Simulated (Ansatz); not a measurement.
# CH₃FSSe: one species, many methods

The task here is to estimate one member of a computed series from the others.

Method: functionals in def2-TZVPP, the program's frozen cores in correlated methods; program: Ansatz 0.2.0, Gaussian basis.

Plan: LDA (SPW92), PBE-D4, revPBE-D4, BLYP-D4, r2SCAN-D4, B97M-V, PBE0-D4, B3LYP-D4, r2SCANh-D4, r2SCAN0-D4, HSE06-D4, BHLYP-D4, CAM-B3LYP-D4, LC-ωPBE, ωB97X-V, ωB97M-V, B2PLYP, PBE-QIDH; CCSD(T)/def2-SVP; CCSD(T)/def2-TZVPP; MP2/def2-QZVPP; extrapolation to the limit; RPA on PBE.

### Structure used throughout

All runs share one geometry, relaxed beforehand with PBE0-D4 in a triple-zeta def2 set.

SMILES `FC(S)[SeH]`, 7 atoms, charge 0, spin multiplicity 1.

Atoms are counted from 1 here; the program's logs count them from 0.

Bond lengths: F1–C2 1.369 Å, C2–S3 1.792 Å, C2–Se4 1.957 Å, C2–H5 1.089 Å, S3–H6 1.343 Å, Se4–H7 1.470 Å. Angles: F1–C2–S3 112.4°, F1–C2–Se4 110.7°, F1–C2–H5 107.5°, S3–C2–Se4 106.1°, S3–C2–H5 110.6°, Se4–C2–H5 109.5°, C2–S3–H6 95.9°, C2–Se4–H7 92.8°.

The first run:

The input, in.yaml:

```yaml
crystal:
  periodic: [false, false, false]
  atoms:
    - {symbol: F, position_ang: [0.186973, -1.467129, -0.165376]}
    - {symbol: C, position_ang: [-0.024793, -0.137754, 0.084614]}
    - {symbol: S, position_ang: [1.406728, 0.657516, 0.812525]}
    - {symbol: Se, position_ang: [-0.393467, 0.827506, -1.577536]}
    - {symbol: H, position_ang: [-0.884595, -0.061848, 0.748120]}
    - {symbol: H, position_ang: [1.143059, 0.286790, 2.076656]}
    - {symbol: H, position_ang: [-1.372704, -0.172981, -2.024803]}
basis:
  gaussian: {orbitals: def2-TZVPP}
hamiltonian: {xc: lda}
output: {orbitals: {seedname: orbitals}}
```

Run with:

```sh
ansatz run in.yaml --threads 2 --pin off --events-out ev --progress --plain --max-ram 4352MiB
```

Among the steps run: LDA; PBE-D4 (GGA); revPBE-D4 (GGA); BLYP-D4 (GGA); r2SCAN-D4 (meta-GGA); B97M-V (meta-GGA); PBE0-D4 (hybrid); B3LYP-D4 (hybrid); r2SCANh-D4 (hybrid); r2SCAN0-D4 (hybrid); HSE06-D4 (hybrid); BHLYP-D4 (hybrid); CAM-B3LYP-D4 (range-separated); LC-ωPBE (range-separated); ωB97X-V (range-separated); ωB97M-V (range-separated); B2PLYP (double hybrid); PBE-QIDH (double hybrid).

One table of the session follows, with a row left open; its other results are not shown here.

It belongs to the step «Orbital energies across the functionals». 

```
  functional  HOMO (eV)  gap (eV)
 LDA (SPW92)      -6.07      4.28
      PBE-D4          ?         ?
   revPBE-D4      -5.86      4.36
     BLYP-D4      -5.76      4.25
   r2SCAN-D4      -6.20      4.84
      B97M-V      -6.28      4.89
     PBE0-D4      -7.12      6.43
    B3LYP-D4      -6.88      5.93
  r2SCANh-D4      -6.64      5.61
  r2SCAN0-D4      -7.31      6.76
    HSE06-D4      -6.72      5.65
    BHLYP-D4      -8.17      8.40
CAM-B3LYP-D4      -8.44      8.80
     LC-ωPBE      -9.84     11.45
     ωB97X-V      -9.47     10.91
     ωB97M-V      -9.32     10.56
```

**Question.** Estimate the row for PBE-D4.

**Answer.** HOMO (eV): -5.91; gap (eV): 4.32. In the column «HOMO (eV)» it lies between LDA (SPW92) (-6.07) and revPBE-D4 (-5.86).
